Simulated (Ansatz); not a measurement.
**Si4W: further runs on a relaxed guess**

The task, for Si4W: compute bands, density of states and charges.

Computed with Ansatz 0.2.0 (DFT PBE, scalar-relativistic, plane waves, PAW, unless a step's input says otherwise).

1 further run of the same task is left out (set aside as unsound or not needed).

### Step 1. The starting structure

Symmetry: Im-3m, No. 229, cubic system. Conventional cell: a = 5.639 Å, b = 5.639 Å, c = 5.639 Å, α = 90.00°, β = 90.00°, γ = 90.00°. Around Si (site symmetry -3m) lie 2 W at 2.44 Å. W (site symmetry m-3m) has 8 Si at 2.44 Å as nearest neighbours.

As a file:

```
CELL_PARAMETERS angstrom
-2.81943 2.81943 2.81943
2.81943 -2.81943 2.81943
2.81943 2.81943 -2.81943
ATOMIC_POSITIONS crystal
Si 0.50000 0.50000 0.50000
Si 0.00000 0.00000 0.50000
Si 0.00000 0.50000 0.00000
Si 0.50000 0.00000 0.00000
W 0.00000 0.00000 0.00000
```

It is the end of an earlier relaxation with the same method, from a generated guess; it needn't be the stable form of this composition. At a tolerance of 0.05 Å it has space group Im-3m (No. 229); it has 17.93 Å³/atom, an uncorrected energy of +0.40 eV/atom over the elements.

### Step 2. Static run: bands, density of states and charges

File input.yaml:

```yaml
crystal:
  lattice:
    - [-2.8194341272, 2.8194341272, 2.8194341272]
    - [2.8194341272, -2.8194341272, 2.8194341272]
    - [2.8194341272, 2.8194341272, -2.8194341272]
  atoms:
    - { symbol: Si, position: [0.5, 0.5, 0.5] }
    - { symbol: Si, position: [0.0, 0.0, 0.5] }
    - { symbol: Si, position: [0.0, 0.5, 0.0] }
    - { symbol: Si, position: [0.5, 0.0, 0.0] }
    - { symbol: W, position: [0.0, 0.0, 0.0] }
basis:
  ecutwfc: 420
kpoints:
  mp_grid: { grid: [10, 10, 10] }
  band_path:
    path:
      - [[0.0, 0.0, 0.0], [0.5, -0.5, 0.5], [0.0, 0.0, 0.5], [0.0, 0.0, 0.0], [0.25, 0.25, 0.25], [0.5, -0.5, 0.5]]
      - [[0.25, 0.25, 0.25], [0.0, 0.0, 0.5]]
    npoints: 14
hamiltonian:
  xc: pbe
scf:
  occupations: { method: gaussian, width: 0.1 }
  n_extra_bands: 12
output:
  forces: true
  stress: true
  eigenvalues: true
  populations: true
  dos: { projected: true, de: 0.02, nscf_kmesh: { grid: [12, 12, 12] } }
  bader: true
  write_density: true
  write_potential: true
  elf: true
  volumetric_format: npy
```

On the command line:

```sh
> ansatz run input.yaml --threads 1 --pin off --max-ram 2048MiB --backend cpu --events-out ev --progress --plain --runs-dir out
```

The log of the run, shortened:

```text
Warning: RAYON_NUM_THREADS=1 ignored (pool sized by the plan → 1); use --threads N
scf.n_extra_bands = 12 over 15 filled bands (N_el = 30.0): the run solves 27 bands
[...]
Pseudopotentials: kind: paw
Pseudopotential: Si, paw, valence charge 4, recommended cutoff 420 eV (normal), Si.paw.azcp
Pseudopotential: W, paw, valence charge 14, recommended cutoff 420 eV (normal), W.paw.azcp
Functional definition: PBE
[...]
Crystal: 5 atoms, lattice volume = 89.649 Å³
Basis set: ecut = 420 eV, 1745 PW (Γ), exchange–correlation on 72×72×72 points (8 copies of the dense FFT grid, shifted against one another)
Bands: 27, of which v1, the nominal top of the filled ones, is band 15 counted from 1 (14 counted from 0)
Symmetry: 48 space group operations
Space group: Im-3m (ITA 229), of the structure as read, at distance tolerance 4.5e-5 Å
k-points: 47 of 1000
[...]
SCF iter   1: F=—  HF=-12926.056177 eV  |F-HF|=—  |Δ(HF+E_count)|=         —  Δρ=4.49e-3  dr2=4.18e-2  ethr=1.77e-3  ⟨swp⟩=6.0  Hψ=6825  notcnv=0  defer=51
[...]
SCF iter   6: F=-12926.051145 eV  HF=-12926.051145 eV  |F-HF|=7.38e-9  |Δ(HF+E_count)|=   5.04e-7  Δρ=3.75e-6  dr2=1.21e-8  ethr=3.33e-10  ⟨swp⟩=14.3  Hψ=9435  notcnv=0
[...]
NSCF: frozen V_eff on 86 k-points
NSCF: frozen V_eff on 72 k-points
SCF converged after 6 iterations
Free energy (F): -12926.051145 eV
[...]
E sigma→0 (E₀):  -12926.042812 eV
Entropy (-TS):   -0.016667 eV (-3.333 meV/atom)
Fermi energy:    10.380766 eV
[...]
--- Forces (eV/Å), atoms counted from 1 ---
  atom   1  Si     0.00000000     0.00000000     0.00000000
  atom   2  Si     0.00000000     0.00000000    -0.00000000
  atom   3  Si     0.00000000    -0.00000000     0.00000000
  atom   4  Si     0.00000000    -0.00000000    -0.00000000
  atom   5  W     -0.00000000     0.00000000    -0.00000000
[...]
--- Stress (GPa, compression-positive) ---
       -0.009952      -0.000000       0.000000
       -0.000000      -0.009952      -0.000000
        0.000000      -0.000000      -0.009952
  P = ⅓ Tr σ = -0.0100 GPa (-0.100 kbar)
--- Band table (eV; the first three rows and the last of 47) ---
  k-point 0: bands = ["-63.8097", "-28.2282", "-28.2282", "-28.2282", "-2.0950", "3.2023", "3.2023", "3.2023", "7.0503", "7.0503", "7.0503", "7.3140", "7.3140", "7.3140", "7.9001", "7.9001", "11.4065", "12.6970", "12.6970", "12.6970", "13.7013", "13.7013", "14.7887", "14.7887", "14.7887", [...]
--- Löwdin populations: 5 sites ---
  site symbol       q [e]
     0     Si      3.9226
     1     Si      3.9226
     2     Si      3.9226
     3     Si      3.9226
     4      W     13.9962
  spilling = 0.010442 (of n_electrons = 30.000000)
--- Bader charges: 5 sites ---
  site symbol  charge [e]  shift [e]
     0     Si     -0.0129     0.0001
     1     Si     -0.0129     0.0001
     2     Si     -0.0129     0.0001
     3     Si     -0.0129     0.0001
     4      W      0.0515     0.0004
  estimated error of the sums over rays = 1.7e-4 e
```

Wall time 72 s (1 thread of Arm Neoverse V1, shared host); peak memory 0.4 GiB.

Site by site:

| atom | Löwdin electrons | Bader charge (e) | Bader volume (Å³) |
| --- | --- | --- | --- |
| Si1 | 3.92 | -0.01 | 18.3 |
| Si2 | 3.92 | -0.01 | 18.3 |
| Si3 | 3.92 | -0.01 | 18.3 |
| Si4 | 3.92 | -0.01 | 18.3 |
| W5 | 14.00 | +0.05 | 16.3 |

The Löwdin counts miss 0.31 of the 30 electrons, which the atomic orbitals do not span, so they are no charges.

bands.tsv at the labelled points (eV, zero at the Fermi level; the bands nearest the Fermi level):

```tsv
point	band 12	band 13	band 14	band 15	band 16	band 17	band 18	band 19
Γ	-3.07	-3.07	-3.07	-2.48	-2.48	1.03	2.32	2.32
H	-4.57	-4.57	-1.48	1.28	1.28	2.83	2.83	2.83
N	-3.71	-3.34	-1.19	-0.16	0.77	0.94	1.19	2.15
Γ	-3.07	-3.07	-3.07	-2.48	-2.48	1.03	2.32	2.32
P	-3.16	-3.16	-0.10	-0.10	-0.10	1.01	1.04	1.04
H	-4.57	-4.57	-1.48	1.28	1.28	2.83	2.83	2.83
P	-3.16	-3.16	-0.10	-0.10	-0.10	1.01	1.04	1.04
N	-3.71	-3.34	-1.19	-0.16	0.77	0.94	1.19	2.15
```

Counts of states by energy window (eV from the Fermi level), total and by projection:

```
from  to  total  Si 3s  Si 3p  W 5d
  -8  -7   1.43   0.75   0.29  0.35
  -7  -6   1.34   0.49   0.50  0.29
  -6  -5   1.56   0.19   0.90  0.41
  -5  -4   3.44   0.18   1.77  1.41
  -4  -3   4.80   0.16   2.77  1.74
  -3  -2   0.37   0.01   0.24  0.11
  -2  -1   1.45   0.04   1.07  0.29
  -1   0   2.33   0.26   1.41  0.54
   0   1   2.86   0.40   1.29  0.95
   1   2   3.14   0.48   1.41  0.92
   2   3   3.43   0.51   1.75  0.69
   3   4   2.26   0.35   1.09  0.30
   4   5   3.47   0.38   1.87  0.28
   5   6   3.57   0.22   1.57  0.24
```

A further 13 or so states lie below the table's range.

Axes a, b and c in the maps are those of this run's conventional cell (a, b, c = 5.639, 5.639, 5.639 Å).

Density in a lattice plane of the grid's cell (edges 5.64 and 5.64 Å, at 0.250 of the third edge), which holds Si.

Ten even steps from '0' (0.04 e/Å³) to '9' (0.43 e/Å³):
```
445677764321112346777654
556899986432223468999865
668998777654345677789986
679974236775557763247997
678851015887678851015887
557763247997679974236775
345677789986668998777654
223468999865556899986432
112346777654445677764321
011245666554445566654211
112346777654445677764321
223468999865556899986432
345677789986668998777654
557763247997679974236775
678851015887678851015887
679974236775557763247997
668998777654345677789986
556899986432223468999865
445677764321112346777654
445566654211011245666554
```
Columns run along the first of these edges and rows up along the second, over one cell in 24 and 20 even steps from the bottom left corner. Atoms in the plane (fractional): Si at (0.25, 0.25), Si at (0.25, 0.75), Si at (0.75, 0.75), Si at (0.75, 0.25).

ELF in the same plane.

Ten even steps from ' ' (0.13) to '@' (0.78):
```
::::==**%%@@@@@@##++--..  ..--++##@@@@@@%%**==::
==++**%%@@@@@@@@%%**++--::--++**%%@@@@@@@@%%**++
**##%%@@%%**++++**####**++**####**++++**%%@@%%##
%%@@@@%%++----::==##@@%%%%%%@@##==::----++%%@@@@
@@@@@@##====##====##@@@@@@@@@@##====##====##@@@@
%%%%@@##==::----++%%@@@@%%@@@@%%++----::==##@@%%
++**####**++++**%%@@%%##**##%%@@%%**++++**####**
::--++**%%@@@@@@@@%%**++==++**%%@@@@@@@@%%**++--
  ..--++##@@@@@@%%**==::::::==**%%@@@@@@##++--..
    ::==**%%@@%%##++--......--++##%%@@%%**==::  
  ..--++##@@@@@@%%**==::::::==**%%@@@@@@##++--..
::--++**%%@@@@@@@@%%**++==++**%%@@@@@@@@%%**++--
++**####**++++**%%@@%%##**##%%@@%%**++++**####**
%%%%@@##==::==--++%%@@@@%%@@@@%%++----::==##@@%%
@@@@@@##====##====##@@@@@@@@@@##====##====##@@@@
%%@@@@%%++--==::==##@@%%%%%%@@##==::----++%%@@@@
**##%%@@%%**++++**####**++**####**++++**%%@@%%##
==++**%%@@@@@@@@%%**++--::--++**%%@@@@@@@@%%**++
::::==**%%@@@@@@##++--..  ..--++##@@@@@@%%**==::
....--++##%%@@%%**==::      ::==**%%@@%%##++--..
```
Columns run along the first of these edges and rows up along the second, over one cell in 24 and 20 even steps from the bottom left corner. Atoms in the plane (fractional): Si at (0.25, 0.25), Si at (0.25, 0.75), Si at (0.75, 0.75), Si at (0.75, 0.25).

Both are smooth fields of the valence electrons: close to the nuclei they are not physical.

Outside the cores ELF peaks at 0.79 on the Si–Si line, 1.0 Å from Si.

### Step 3. Changing settings: mp_grid.grid [5, 5, 5], n_extra_bands 2, dr2_threshold 1.0e-08

File input.yaml:

```yaml
crystal:
  lattice:
    - [-2.8194341272, 2.8194341272, 2.8194341272]
    - [2.8194341272, -2.8194341272, 2.8194341272]
    - [2.8194341272, 2.8194341272, -2.8194341272]
  atoms:
    - { symbol: Si, position: [0.5, 0.5, 0.5] }
    - { symbol: Si, position: [0.0, 0.0, 0.5] }
    - { symbol: Si, position: [0.0, 0.5, 0.0] }
    - { symbol: Si, position: [0.5, 0.0, 0.0] }
    - { symbol: W, position: [0.0, 0.0, 0.0] }
basis:
  ecutwfc: 420
kpoints:
  mp_grid: { grid: [5, 5, 5] }
hamiltonian:
  xc: pbe
scf:
  occupations: { method: gaussian, width: 0.1 }
  n_extra_bands: 2
  convergence: { dr2_threshold: 1.0e-08 }
output:
  forces: true
  eigenvalues: true
  stress: true
```

On the command line:

```sh
> ansatz run input.yaml --threads 1 --pin off --max-ram 2048MiB --backend cpu --events-out ev --progress --plain --runs-dir out
```

The log of the run, shortened:

```text
Warning: output.stress: scf.convergence.dr2_threshold = 1e-8 eV is looser than the 5e-10 eV advised for a printed stress (1e-10 eV for each atom of the cell: 5). What an SCF threshold leaves in a stress goes as its square root, and in the free energy as the threshold itself, and one [...]
Warning: RAYON_NUM_THREADS=1 ignored (pool sized by the plan → 1); use --threads N
scf.n_extra_bands = 2 over 15 filled bands (N_el = 30.0): the run solves 17 bands
[...]
[... 4 set-up lines as earlier in the session ...]
[...]
Crystal: 5 atoms, lattice volume = 89.649 Å³
Basis set: ecut = 420 eV, 1745 PW (Γ), exchange–correlation on 72×72×72 points (8 copies of the dense FFT grid, shifted against one another)
Bands: 17, of which v1, the nominal top of the filled ones, is band 15 counted from 1 (14 counted from 0)
[... 1 set-up line as earlier in the session ...]
[...]
SCF iter   7: F=-12926.028822 eV  HF=-12926.028822 eV  |F-HF|=5.66e-10  |Δ(HF+E_count)|=   5.74e-8  Δρ=7.45e-7  dr2=4.41e-10  ethr=3.33e-11  ⟨swp⟩=5.8  Hψ=807  notcnv=0
[...]
SCF converged after 7 iterations
Free energy (F): -12926.028822 eV
[...]
E sigma→0 (E₀):  -12926.015728 eV
Entropy (-TS):   -0.026188 eV (-5.238 meV/atom)
Fermi energy:    10.390006 eV
[...]
--- Forces (eV/Å), atoms counted from 1 ---
  atom   1  Si    -0.00000000     0.00000000     0.00000000
  atom   2  Si    -0.00000000     0.00000000    -0.00000000
  atom   3  Si    -0.00000000     0.00000000     0.00000000
  atom   4  Si    -0.00000000     0.00000000     0.00000000
  atom   5  W     -0.00000000     0.00000000     0.00000000
[...]
--- Stress (GPa, compression-positive) ---
       -0.161908       0.000000       0.000000
       -0.000000      -0.161908      -0.000000
       -0.000000       0.000000      -0.161908
  P = ⅓ Tr σ = -0.1619 GPa (-1.619 kbar)
--- Band table (eV; the first three rows and the last of 10) ---
  k-point 0: bands = ["-63.8331", "-28.2504", "-28.2504", "-28.2504", "-2.0980", "3.1954", "3.1954", "3.1954", "7.0454", "7.0454", "7.0454", "7.3148", "7.3148", "7.3148", "7.8894", "7.8894", "11.4007"]
[...]
```

It took 1.5 s on 1 thread of Arm Neoverse V1, shared host; peak memory 0.32 GiB.

| run | ending | energy change | pressure (GPa) | gap (eV) | force (eV/Å) | cycles | time |
| --- | --- | --- | --- | --- | --- | --- | --- |
| step 2 | converged | 0 | 0.0 | 0.00 | 0.00 | 6 | 72 s |
| variant | converged | +4.5 meV/atom | -0.2 | 0.00 | 0.00 | 7 | 1.5 s |

Changing the k-point mesh, band count and convergence setting moves the energy by +4.5 meV/atom. The energy is not variational in the mesh, so the sign tells nothing. Of the settings changed, the mesh is the one that moves energies this far. These settings are too coarse to quote as the system's properties.

### Step 4. Summary of results

| quantity | value |
| --- | --- |
| gap | none (metal) |
| states at the Fermi level | 2.18 per eV per cell |
| Bader charges | Si -0.01, W +0.05 e |

Bands cross the Fermi level: a metal at this level of theory. Of the projected weight within 0.25 eV of the Fermi level, the largest part is Si 3p (59 %) and W 5d (26 %). Bader charges reach 0.1 e, so charge transfer in this metal is small. These runs have no spin-orbit coupling; with W it would split and shift bands.
